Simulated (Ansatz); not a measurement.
# BBrH₄Si (SMILES [SiH3]BBr): single points off equilibrium

The task here is to estimate one member of a computed series from the others.

Program: Ansatz 0.2.0, Gaussian basis. Level of theory: single points in def2-TZVPP. These are calculated values, not measurements.

Correlated methods freeze the cores. Filled d shells of the heavier atoms are correlated.

### The starting structure

SMILES `[SiH3]BBr`, 7 atoms, charge 0, spin multiplicity 1.

Atoms are counted from 1 here; the program's logs count them from 0.

Bond lengths: Si1–B2 2.107 Å, Si1–H4 1.430 Å, Si1–H5 1.450 Å, Si1–H6 1.510 Å, B2–Br3 1.887 Å, B2–H7 0.969 Å. Angles: B2–Si1–H4 113.0°, B2–Si1–H5 114.1°, B2–Si1–H6 111.3°, H4–Si1–H5 107.4°, H4–Si1–H6 104.6°, H5–Si1–H6 105.8°, Si1–B2–Br3 114.3°, Si1–B2–H7 122.7°, Br3–B2–H7 122.7°.

As a file:

```tsv
atom	x (Å)	y (Å)	z (Å)
Si1	-0.69100	0.48590	-0.23090
B2	0.92970	-0.57160	0.60180
Br3	1.77980	-1.75690	-0.59460
H4	-1.76420	-0.36690	-0.63970
H5	-0.33590	1.31150	-1.36860
H6	-1.31200	1.42180	0.77770
H7	1.15920	-0.52270	1.54170
```

Set-up of the first run:

File run/in.yaml:

```yaml
crystal:
  periodic: [false, false, false]
  atoms:
    - {symbol: Si, position_ang: [-0.691000, 0.485900, -0.230900]}
    - {symbol: B, position_ang: [0.929700, -0.571600, 0.601800]}
    - {symbol: Br, position_ang: [1.779800, -1.756900, -0.594600]}
    - {symbol: H, position_ang: [-1.764200, -0.366900, -0.639700]}
    - {symbol: H, position_ang: [-0.335900, 1.311500, -1.368600]}
    - {symbol: H, position_ang: [-1.312000, 1.421800, 0.777700]}
    - {symbol: H, position_ang: [1.159200, -0.522700, 1.541700]}
basis:
  gaussian: {orbitals: def2-TZVPP}
correlation: {method: ccsd_t}
output: {forces: true}
```

The command line of these runs was not kept.

Among the steps run: CCSD(T)/def2-TZVPP; PBE0-D4/def2-TZVPP; wB97M-V/def2-TZVPP; r2SCAN-D4/def2-TZVPP; PBE-D4/def2-TZVPP; B97M-V/def2-TZVPP; BLYP-D4/def2-TZVPP.

One of the session's tables, all rows but one given; the rest of the session is left out.

| method | RMS force component (eV/Å) | angle to CCSD(T) forces (°) | dipole (D) |
| --- | --- | --- | --- |
| CCSD(T) | 3.127 | reference | 0.64 |
| PBE0-D4 | 3.154 | 1.1 | 0.59 |
| wB97M-V | 3.072 | 0.8 | 0.63 |
| r2SCAN-D4 | 3.127 | 0.9 | 0.59 |
| PBE-D4 | ? | ? | ? |
| B97M-V | 3.057 | 1.5 | 0.79 |
| BLYP-D4 | 3.044 | 2.2 | 0.63 |

**Question.** Estimate the row for PBE-D4.

**Answer.** RMS force component (eV/Å): 3.154; angle to CCSD(T) forces (°): 2.1; dipole (D): 0.60.
